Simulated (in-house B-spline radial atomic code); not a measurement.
**Ir²⁴⁺: Hartree-Fock with and without relativity**

How do the shells of Ir²⁴⁺ move when the Schrödinger Hamiltonian gives way to Dirac's?

Program: in-house B-spline radial atomic code version 1. Level of theory: Hartree-Fock averaged over the configuration, non-relativistic (point nucleus) and Dirac-Coulomb (finite nucleus); spherical all-electron atom at the radial basis limit. These are calculated values, not measurements, unless marked.

**1. What is computed**

| Item | Value |
| --- | --- |
| element | iridium (Z = 77) |
| charge | +24 |
| electrons | 53 |
| configuration | [Kr] 4d10 4f7 |
| nucleus | point (non-relativistic run); Fermi, rms radius 5.403 fm (Dirac runs) |

Outer shells as boxes (Hund's rule):

[Kr] 4d10 4f7
```
[Kr] core
4d [↑↓][↑↓][↑↓][↑↓][↑↓]
4f [↑ ][↑ ][↑ ][↑ ][↑ ][↑ ][↑ ]
```

The boxes draw the filling by Hund's rule, which heavy ions in jj coupling don't follow; these runs average over all states of the configuration.

**2. Non-relativistic run**

Settings, as recorded:

```ini
Z = 77
electrons = 53.0
configuration = [Kr] 4d10 4f7
hamiltonian = nr
method = hf
spin_polarised = False
```

**3. Dirac-Coulomb run**

Settings, as recorded:

```ini
Z = 77
electrons = 53.0
configuration = [Kr] 4d10 4f7
hamiltonian = dirac
method = hf
spin_polarised = False
nucleus = fermi
rms_radius = 5.4032
mass_number = 193
atomic_mass = 192.962923753
speed_of_light = 137.035999084
```

**4. Dirac-Coulomb run in the lowest jj configuration, 1s2 2s2 2p6 3s2 3p6 3d10 4s2 4p6 4d10 4f-6 4f+1**

In configurations, a minus sign after the shell means j = l − 1/2 and a plus sign j = l + 1/2; the count of electrons follows.

Changes to the settings of step 3:

```diff
@@ -2,3 +2,3 @@
 electrons = 53.0
-configuration = [Kr] 4d10 4f7
+configuration = 1s2 2s2 2p6 3s2 3p6 3d10 4s2 4p6 4d10 4f-6 4f+1
 hamiltonian = dirac
```

Q: How much does each shell's level and mean radius change with the Dirac Hamiltonian, and the total energy?

As calculated:

Levels and radii; the Dirac values are averaged over j with the occupations as weights.

| shell | ε non-rel. (eV) | ε Dirac (eV) | <r> non-rel. (bohr) | <r> Dirac (bohr) | change of <r> (%) |
| --- | --- | --- | --- | --- | --- |
| 1s | -70555.2 | -77332.4 | 0.01967 | 0.01744 | -11.32 |
| 2s | -12452.2 | -14265.1 | 0.08289 | 0.07293 | -12.02 |
| 2p | -11969.6 | -12580.8 | 0.07016 | 0.06577 | -6.26 |
| 3s | -3496.03 | -3952.04 | 0.2088 | 0.1892 | -9.38 |
| 3p | -3269.91 | -3443.86 | 0.1993 | 0.1897 | -4.85 |
| 3d | -2854.31 | -2838.81 | 0.1745 | 0.1728 | -0.99 |
| 4s | -1272.56 | -1399.54 | 0.4464 | 0.4119 | -7.73 |
| 4p | -1172.65 | -1221.87 | 0.4483 | 0.4312 | -3.83 |
| 4d | -989.92 | -989.29 | 0.4487 | 0.4464 | -0.51 |
| 4f | -759.70 | -748.85 | 0.4370 | 0.4421 | +1.18 |

The total energy moves by -1039.43 hartree, or -6.3 %, between the two Hamiltonians (nuclear size included). The first-order mass-velocity and Darwin terms of the non-relativistic run add up to -868.82 hartree, 84 % of it. The strongest contraction, averaged over j, is that of 2s (-12.02 %), while 4f expands by 1.18 %, being screened better by the contracted inner s and p shells. Spin-orbit coupling splits the 4f level by 4.205 eV and the 2p level by 1630.36 eV. The lowest jj configuration lies 18.868 eV below the average over the whole configuration. Breit terms add 19.3 hartree and QED terms 13.3 hartree.
